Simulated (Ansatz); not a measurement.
Working through a single point from an input written key by key of C2H6SeSi, SMILES C=C([SiH3])[SeH]

With Ansatz's Python interface.

At the Python prompt:
```pycon
>>> import ansatz as az
>>> import numpy as np
>>> deck = {
...     "crystal": {
...         "periodic": [False, False, False],
...         "atoms": [
...             {"symbol": "C", "position_ang": [-1.1435, 0.9261, -0.1406]},
...             {"symbol": "C", "position_ang": [-0.2336, 0.081, -0.4139]},
...             {"symbol": "Si", "position_ang": [0.4755, -0.9385, 0.9221]},
...             {"symbol": "Se", "position_ang": [0.4856, -0.133, -2.2129]},
...             {"symbol": "H", "position_ang": [-1.563, 1.1053, 0.8397]},
...             {"symbol": "H", "position_ang": [-1.6182, 1.5842, -0.9532]},
...             {"symbol": "H", "position_ang": [1.978, -0.6674, 1.0193]},
...             {"symbol": "H", "position_ang": [0.3331, -2.3467, 0.6306]},
...             {"symbol": "H", "position_ang": [-0.1176, -0.5947, 2.2661]},
...             {"symbol": "H", "position_ang": [1.4867, 0.9325, -1.9543]},
...         ],
...     },
...     "basis": {"gaussian": {"orbitals": "def2-SVP"}},
...     "hamiltonian": {"xc": "pbe"},
...     "output": {"forces": True},
... }
>>> session = az.Session.from_dict(deck)
>>> summary = session.plan(threads=1).execute().report
>>> print(f"E = {summary['free_energy_ev']:.6f} eV = {summary['free_energy_ev'] / 27.211386246:.7f} Ha")
E = -75368.603896 eV = -2769.7451065 Ha
>>> print("converged:", summary["converged"], " doubts:", summary["published_state_doubts"] or "none")
converged: True  doubts: none
>>> symbols = ["C", "C", "Si", "Se", "H", "H", "H", "H", "H", "H"]
>>> forces = np.array(summary["forces_ev_ang"])
>>> print("largest force", round(float(np.linalg.norm(forces, axis=1).max()), 4), "eV/A, rms", round(float(np.sqrt((forces ** 2).mean())), 4))
largest force 6.1974 eV/A, rms 1.4435
>>> charges = summary["charge_distribution"]
>>> print("dipole moment", round(4.803205 * float(np.linalg.norm(charges["dipole_moment_e_ang"])), 3), "D")
dipole moment 1.196 D
>>> print("Mulliken:", [(s, round(q, 3)) for s, q in zip(symbols, charges["mulliken_charges_e"])])
Mulliken: [('C', 0.004), ('C', -0.319), ('Si', 0.33), ('Se', 0.007), ('H', 0.042), ('H', 0.05), ('H', -0.057), ('H', -0.049), ('H', -0.07), ('H', 0.063)]
```

Total energies depend on the basis set; only differences at equal settings carry meaning. The geometry is a force-field or estimated start, not a minimum of this method, and the basis set is short of its limit. Run time: 3.3 s on 1 thread of Arm Neoverse V2 (shared host), peak memory 0.2 GiB.
